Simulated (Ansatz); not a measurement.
CH₇AsBN, SMILES CNB[AsH2]: vertical spin-state energies, run with the Ansatz DFT code, driven from Python.

The script, `spin.py`:
```python
"""Vertical spin-state energies of CH7AsBN."""

import ansatz as az

GEOMETRY = """
C    -1.17670    0.70040   -0.12740
N    -0.87640   -0.63390    0.39040
B     0.53750   -0.67560    0.97300
As    2.18360   -0.53100   -0.23320
H    -1.09800    1.46210    0.67960
H    -2.22010    0.71620   -0.50650
H    -0.50020    0.96880   -0.96900
H    -0.90920   -1.31020   -0.40640
H     0.68610   -0.95020    2.11180
H     2.02080    1.01760   -0.37530
H     1.35250   -0.76420   -1.53700
"""


def main() -> None:
    system = az.Crystal.molecule()
    for line in GEOMETRY.strip().splitlines():
        symbol, *xyz = line.split()
        system = system.atom(symbol, [float(v) for v in xyz])

    setup = (
        system.calculation()
        .basis(gaussian="def2-SVPD")
        .functional("B3LYP")
    )
    found = {}
    for unpaired in [0, 2, 4]:
        rep = setup.spin("collinear", total=unpaired).run(threads=1, backend="cpu").report
        s = unpaired / 2
        found[unpaired] = rep["free_energy_ev"]
        print(f"2S+1 = {unpaired + 1}: E = {found[unpaired]:.5f} eV, <S^2> = {abs(rep['mean_field']['state']['spin_squared']):.3f} (pure state {s * (s + 1):.2f})")
    lowest = min(found, key=found.get)
    for unpaired, e in found.items():
        print(f"multiplicity {unpaired + 1}: {(e - found[lowest]):.3f} eV above the lowest")


if __name__ == "__main__":
    main()
```

Which spin state is lowest at this geometry, and how far above lie the others?

In order: multiplicity 1 (+0.00 eV), multiplicity 3 (+2.52 eV) and multiplicity 5 (+8.39 eV), all at the one geometry.

The run itself:

`python spin.py` gives:
```text
2S+1 = 1: E = -64149.65741 eV, <S^2> = 0.000 (pure state 0.00)
2S+1 = 3: E = -64147.13852 eV, <S^2> = 2.007 (pure state 2.00)
2S+1 = 5: E = -64141.26338 eV, <S^2> = 6.008 (pure state 6.00)
multiplicity 1: 0.000 eV above the lowest
multiplicity 3: 2.519 eV above the lowest
multiplicity 5: 8.394 eV above the lowest
```

Caveats:
- Total energies depend on the basis set; only differences at equal settings carry meaning.
- The geometry is a force-field or estimated start, not a minimum of this method, and the basis set is short of its limit. All parts are taken at fixed geometry, without zero-point energy.
- b3lyp holds the VWN-RPA fit, as in Gaussian; the form of ORCA and Turbomole is b3lyp5.
- Timing: 61 s on 1 thread of Arm Neoverse V1, on a shared host, peak memory 0.55 GiB.

(Lines on the test bed's own set-up are left out of the output.)
